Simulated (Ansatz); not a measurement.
# BClFHO: a dynamics run in two tries

The task is a short trajectory. SMILES of the start: OB(F)Cl.

Method: RHF/6-31G*, in Ansatz 0.2.0.

## 1. The starting structure

Bond lengths: B1–O2 1.333 Å, O2–H3 0.949 Å, B1–Cl4 1.758 Å, B1–F5 1.315 Å. Angles: B1–O2–H3 113.6°, O2–B1–Cl4 120.1°, O2–B1–F5 121.1°, Cl4–B1–F5 118.8°.

Structure file:

```xyz
5

B     0.0071   -0.0363    0.0176
O     0.0046   -0.1168    1.3479
H    -0.8656   -0.1588    1.7235
Cl    1.5291    0.0504   -0.8575
F    -1.1170   -0.0199   -0.6644
```

## 2. First try

File input.yaml:

```yaml
crystal:
  periodic: [false, false, false]
  atoms:
    - { symbol: B, position_ang: [0.007107, -0.036273, 0.017591] }
    - { symbol: O, position_ang: [0.00463, -0.116847, 1.347895] }
    - { symbol: H, position_ang: [-0.86559, -0.158789, 1.723514] }
    - { symbol: Cl, position_ang: [1.529055, 0.050434, -0.857548] }
    - { symbol: F, position_ang: [-1.117001, -0.019926, -0.664352] }
magnetization:
  spin_polarized: true
  initial_magnetization: 1
basis:
  gaussian: { orbitals: "6-31G*" }
hamiltonian:
  xc: hf
md:
  timestep: 0.25
  n_steps: 25
  ensemble: nve
  temperature: 400.0
  initial_velocities: maxwell_boltzmann
  seed: 561367
  masses: [{ species: H, mass: 10.0 }]
```

Launch:

```bash
ansatz run input.yaml --threads 1 --pin off --max-ram 2048MiB --backend cpu --events-out ev --progress --plain --runs-dir out
```

What does the calculation give? Wanted: first try.

The runs gave:

| quantity | value |
| --- | --- |
| first try | refused |
| cause | the number of unpaired electrons doesn't fit the number of electrons: even goes with even, odd with odd |

What this shows: The fault in the first input was caught at the input check and cost nothing.
